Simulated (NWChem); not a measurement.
**InCNF2 (SMILES N#[C][In]([F])[F]) at HF/3-21G**

Aim: the adiabatic ionisation energy of InCNF2 at HF/3-21G, from 2 runs. 

Program for the calculation: NWChem 7.3.0.

## (1) Starting point

InCNF2 has 5 atoms, charge 0, and is taken as a singlet. As SMILES, `N#[C][In]([F])[F]`. The shape is that of a PBE0-D4/def2-TZVP optimisation. The run starts from this shape.

Bond lengths: N1–C2 1.152 Å, C2–In3 2.072 Å, In3–F4 1.919 Å, In3–F5 1.919 Å. Angles: N1–C2–In3 180.0°, C2–In3–F4 123.5°, C2–In3–F5 123.5°, F4–In3–F5 112.9°.

## (2) A structure relaxation at HF/3-21G

File cf2inn.nw:

```
start cf2inn
memory total 2200 mb

geometry units angstrom
N        1.298000      -1.592200       1.589600
C        0.724900      -0.890300       0.878600
In      -0.306000       0.372300      -0.400300
F       -1.872100      -0.154800      -1.375500
F        0.205100       2.191400      -0.733700
end

basis spherical bse
* library 3-21G
end

scf
thresh 1e-07
maxiter 80
print low
end

driver
maxiter 60
end

freq
temp 2 298.15 500
end

task scf optimize
task scf frequencies
```

Run with:

```console
$ nwchem cf2inn.nw > cf2inn.out
```

Standard output:

```text
[...]
 Group name             C2v
[...]
  functions       =    67
[...]
  wavefunction    = RHF
[...]
         Total SCF energy =  -6004.418323873748
[...]
@    0   -6004.41832387  0.0D+00  0.02095  0.00812  0.00000  0.00000      4.5
[...]
         Total SCF energy =  -6004.418844988406
[...]
@    1   -6004.41890290 -5.8D-04  0.01452  0.00505  0.00855  0.01803      9.8
[...]
@    4   -6004.41918951 -2.0D-06  0.00018  0.00007  0.00082  0.00272     23.4
[...]
         Total SCF energy =  -6004.419190316103
[...]
@    5   -6004.41919032 -8.0D-07  0.00013  0.00004  0.00207  0.00368     28.3
[...]
         Total SCF energy =  -6004.419190322646
[...]
         Total SCF energy =  -6004.419190322646
[...]
                         RHF ENERGY GRADIENTS
    atom               coordinates                        gradient
                 x          y          z           x          y          z
   1 N       0.000000   0.000000   5.711549    0.000000   0.000000  -0.000000
   2 C       0.000000   0.000000   3.549086    0.000000   0.000000   0.000000
   3 In      0.000000   0.000000  -0.403390    0.000000   0.000000  -0.000000
   4 F       0.000000  -2.996923  -2.368203    0.000000  -0.000000  -0.000000
   5 F       0.000000   2.996923  -2.368203    0.000000   0.000000  -0.000000
[...]
@    6   -6004.41919032 -6.5D-09  0.00000  0.00000  0.00003  0.00010     30.8
[...]
      Optimization converged
[...]
@    6   -6004.41919032 -6.5D-09  0.00000  0.00000  0.00003  0.00010     30.8
[...]
         Total SCF energy =  -6004.419190322937
      One-electron energy =  -9172.062954195377
      Two-electron energy =   2727.205545748460
 Nuclear repulsion energy =    440.438218123980
        Time for solution =      0.7s
[...]
 Zero-Point correction to Energy  =    8.081 kcal/mol  (  0.012879 au)
 Thermal correction to Energy     =   15.616 kcal/mol  (  0.024886 au)
 Thermal correction to Enthalpy   =   16.609 kcal/mol  (  0.026469 au)
 Total Entropy                    =   89.992 cal/mol-K
   - Translational                =   44.001 cal/mol-K (mol. weight = 178.9040)
   - Rotational                   =   27.466 cal/mol-K (symmetry #  =        2)
   - Vibrational                  =   18.525 cal/mol-K
 Cv (constant volume heat capacity) =   19.967 cal/mol-K
   - Translational                  =    2.979 cal/mol-K
   - Rotational                     =    2.979 cal/mol-K
   - Vibrational                    =   14.008 cal/mol-K
[...]
 Normal Eigenvalue ||           Projected Infra Red Intensities
  Mode   [cm**-1]  || [atomic units] [(debye/angs)**2] [(KM/mol)] [arbitrary]
 ------ ---------- || -------------- ----------------- ---------- -----------
    1       -0.000 ||    0.000018           0.000         0.017       0.008
    2        0.000 ||    0.000023           0.001         0.022       0.010
    3        0.000 ||    0.000008           0.000         0.008       0.004
    4        0.000 ||    0.000003           0.000         0.003       0.001
    5        0.000 ||    0.000031           0.001         0.030       0.013
    6        0.000 ||    0.000001           0.000         0.001       0.001
    7      114.832 ||    0.025011           0.577        24.382      10.876
    8      129.871 ||    0.069092           1.594        67.355      30.044
    9      169.289 ||    0.049611           1.145        48.364      21.573
   10      369.462 ||    0.013783           0.318        13.436       5.993
   11      400.324 ||    0.012844           0.296        12.521       5.585
   12      474.033 ||    0.040949           0.945        39.919      17.806
   13      728.060 ||    0.046430           1.071        45.263      20.189
   14      751.149 ||    0.063208           1.458        61.618      27.485
[...]
```

Run time: 45 s. Hardware: 1 thread of AMD EPYC 9B45 (Zen 5), shared host; peak memory 0.12 GiB.

Step by step:

```
step  energy from the first frame kept (eV)
   0                                 0.0000
   1                                -0.0158
   2                                -0.0230
   3                                -0.0235
   4                                -0.0236
   5                                -0.0236
   6                                -0.0236
```

After the run. Bond lengths: N1–C2 1.144 Å, C2–In3 2.092 Å, In3–F4 1.896 Å, In3–F5 1.896 Å. Angles: N1–C2–In3 180.0°, C2–In3–F4 123.2°, C2–In3–F5 123.2°, F4–In3–F5 113.5°.

## (3) The doublet cation: a structure relaxation at UHF/3-21G

File m1.nw:

```
start m1
title "CF2InN"
memory stack 880 mb heap 220 mb global 1100 mb
charge 1
geometry units atomic noautosym
  N    2.45286451  -3.00882194   3.00390865
  C    1.36986247  -1.68242317   1.66031337
  In  -0.57825619   0.70354504  -0.75645737
  F   -3.53775628  -0.29252960  -2.59931828
  F    0.38758283   4.14114583  -1.38649206
end
basis "ao basis" spherical bse
  * library 3-21G
end
scf
  nopen 1
  uhf
  thresh 1e-07
  maxiter 80
  print low
end
driver
  maxiter 60
end
freq
  temp 2 298.15 573.15
end
task scf optimize
task scf frequencies
```

Run with:

```console
$ nwchem m1.nw > m1.out
```

Standard output, cut to the lines that bear on the results:

```text
[...]
  functions       =    67
[...]
  wavefunction    = UHF
[...]
         Total SCF energy =  -6003.969399762667
[...]
@    0   -6003.96939976  0.0D+00  0.11349  0.03697  0.00000  0.00000     40.0
[...]
         Total SCF energy =  -6003.980221354357
[...]
@    1   -6003.98083873 -1.1D-02  0.04448  0.01568  0.07961  0.15712     76.1
[...]
@    7   -6004.00009644 -1.6D-05  0.00026  0.00011  0.00331  0.00549    316.2
[...]
         Total SCF energy =  -6004.000096754353
[...]
@    8   -6004.00009675 -3.2D-07  0.00004  0.00003  0.00101  0.00210    334.6
[...]
         Total SCF energy =  -6004.000096812127
      One electron energy =  -9128.031929169243
      Two electron energy =   2696.236002925861
 Nuclear repulsion energy =    427.795829431255
                       Sz =      0.5000
                 Sz(Sz+1) =      0.7500
                      S^2 =      0.8081
[...]
         Total SCF energy =  -6004.000096812127
[...]
                         UHF ENERGY GRADIENTS
    atom               coordinates                        gradient
                 x          y          z           x          y          z
   1 N       2.836633  -3.449965   3.509453    0.000031  -0.000007   0.000026
   2 C       1.677405  -2.078144   2.090347   -0.000049   0.000013  -0.000042
   3 In     -0.532375   0.652216  -0.660492    0.000023  -0.000005   0.000018
   4 F      -3.196406  -1.338387  -1.886601   -0.000021  -0.000021  -0.000007
   5 F       1.265095   3.703012  -0.508911    0.000016   0.000020   0.000004
[...]
@    9   -6004.00009681 -5.8D-08  0.00004  0.00003  0.00042  0.00089    341.3
[...]
      Optimization converged
[...]
@    9   -6004.00009681 -5.8D-08  0.00004  0.00003  0.00042  0.00089    341.3
[...]
         Total SCF energy =  -6004.000096812127
[...]
```

Run time: 6 min. Hardware: 1 thread of AMD EPYC 9B45 (Zen 5), shared host; peak memory 0.13 GiB.

Steps, from the record of the run:

```
step  energy from the first frame kept (eV)
   0                                 0.0000
   1                                -0.3113
   2                                -0.5494
   3                                -0.7413
   4                                -0.8084
   5                                -0.8239
   6                                -0.8348
   7                                -0.8353
   8                                -0.8353
   9                                -0.8353
```

After the run. Bond lengths: N1–C2 1.211 Å, C2–In3 2.361 Å, In3–F4 1.876 Å, In3–F5 1.876 Å. Angles: N1–C2–In3 179.0°, C2–In3–F4 104.0°, C2–In3–F5 104.4°, F4–In3–F5 151.6°.

## (4) What came out

Level: HF/3-21G.

```
                                                                  quantity             value
                                  run 1, HF/3-21G: total energy at the end    -6004.41919 Eh
                               run 1, HF/3-21G: lowest harmonic wavenumber          115 cm⁻¹
                              run 1, HF/3-21G: highest harmonic wavenumber         2519 cm⁻¹
                                        run 1, HF/3-21G: zero-point energy       33.8 kJ/mol
run 1, HF/3-21G: ideal-gas entropy at 298.15 K (symmetry number 2 as used)  79.2 cal/(mol K)
                                   doublet cation: total energy at the end    -6004.00010 Eh
                                                      doublet cation: ⟨S²⟩             0.808
                                doublet cation: lowest harmonic wavenumber           64 cm⁻¹
                               doublet cation: highest harmonic wavenumber         1823 cm⁻¹
                                         doublet cation: zero-point energy       25.8 kJ/mol
   adiabatic ionisation energy (to the doublet cation, no zero-point term)         11.404 eV
```

What this shows: The program (doublet cation) took a symmetry number of 1 where this shape has 2, so the entropy in its output is too high by R ln(2/1) = 1.38 cal/(mol K). The adiabatic ionisation energy (to the doublet cation, no zero-point term) is 11.40 eV (263 kcal/mol). All 9 modes (run 1, HF/3-21G) are real, so the shape is a minimum at this level. The optimisation (run 1, HF/3-21G) took 7 steps and changed the energy by -0.024 eV. Relativity is left out (run 1, HF/3-21G) although the molecule holds a heavy atom. All 9 modes (doublet cation) are real, so the shape is a minimum at this level.
